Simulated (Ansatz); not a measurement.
**C2H9ClOSi2: how energies converge with the basis set**

Aim: see how fast density functionals converge with the basis set for C2H9ClOSi2.

Method: one geometry, several basis sets; program: Ansatz 0.2.0, Gaussian basis.

Plan: PBE0-D4/def2-SVP; ωB97M-V/def2-SVP; PBE0-D4/def2-QZVPP; ωB97M-V/def2-QZVPP; the functionals' def2-TZVPP values are taken from earlier runs.

## Step 1: The relaxed structure

All runs share one geometry, relaxed beforehand with PBE0-D4 in a triple-zeta def2 set.

SMILES `CC[SiH](Cl)O[SiH3]`, 15 atoms, charge 0, spin multiplicity 1.

Atoms are counted from 1 here; the program's logs count them from 0.

Bond lengths: C1–C2 1.526 Å, C1–H7 1.092 Å, C1–H8 1.092 Å, C1–H9 1.092 Å, C2–Si3 1.853 Å, C2–H10 1.096 Å, C2–H11 1.097 Å, Si3–Cl4 2.066 Å, Si3–O5 1.626 Å, Si3–H12 1.481 Å, O5–Si6 1.641 Å, Si6–H13 1.486 Å, Si6–H14 1.483 Å, Si6–H15 1.484 Å. Angles: C2–C1–H7 111.3°, C2–C1–H8 111.3°, C2–C1–H9 111.2°, H7–C1–H8 107.6°, H7–C1–H9 107.6°, H8–C1–H9 107.7°, C1–C2–Si3 114.3°, C1–C2–H10 110.9°, C1–C2–H11 110.7°, Si3–C2–H10 107.6°, Si3–C2–H11 106.8°, H10–C2–H11 106.1°, C2–Si3–Cl4 109.4°, C2–Si3–O5 110.0°, C2–Si3–H12 112.9°, Cl4–Si3–O5 108.5°, Cl4–Si3–H12 106.4°, O5–Si3–H12 109.5° and more.

## Step 2: PBE0-D4 in def2-SVP

Input file in.yaml:

```yaml
crystal:
  periodic: [false, false, false]
  atoms:
    - {symbol: C, position_ang: [0.270550, 1.309730, -1.650823]}
    - {symbol: C, position_ang: [0.576533, -0.185229, -1.644287]}
    - {symbol: Si, position_ang: [-0.208590, -1.118101, -0.248676]}
    - {symbol: Cl, position_ang: [-2.263247, -0.952100, -0.381787]}
    - {symbol: O, position_ang: [0.267872, -0.493593, 1.175238]}
    - {symbol: Si, position_ang: [-0.213268, -0.117864, 2.698476]}
    - {symbol: H, position_ang: [0.612691, 1.787971, -0.730308]}
    - {symbol: H, position_ang: [0.763095, 1.810988, -2.486940]}
    - {symbol: H, position_ang: [-0.802457, 1.493685, -1.738708]}
    - {symbol: H, position_ang: [0.252377, -0.654756, -2.579746]}
    - {symbol: H, position_ang: [1.657137, -0.359614, -1.574539]}
    - {symbol: H, position_ang: [0.097413, -2.566761, -0.280950]}
    - {symbol: H, position_ang: [-0.823587, -1.302362, 3.355138]}
    - {symbol: H, position_ang: [0.991021, 0.306003, 3.452918]}
    - {symbol: H, position_ang: [-1.199341, 0.991102, 2.664293]}
basis:
  gaussian: {orbitals: def2-SVP}
hamiltonian: {xc: pbe0, dispersion: d4}
output: {orbitals: {seedname: orbitals}}
```

The runs that follow: ωB97M-V in def2-SVP; PBE0-D4 in def2-QZVPP; ωB97M-V in def2-QZVPP.

Before running them: what should the planned runs give, taken together? Wanted: PBE0-D4: double and triple zeta above quadruple; ωB97M-V: double and triple zeta above quadruple.

As calculated:

| quantity | value |
| --- | --- |
| PBE0-D4: double and triple zeta above quadruple | 16.23, 1.17 eV |
| ωB97M-V: double and triple zeta above quadruple | 16.35, 1.10 eV |

For PBE0-D4 the step from double to triple zeta gains 15.05 eV and the next only 1.17 eV. These are total energies; as a rule much of such shifts cancels in differences, which this series doesn't test. The LUMO of ωB97M-V is positive and keeps falling with the basis (2.47 to 1.31 eV): an unbound level that the basis holds in place.
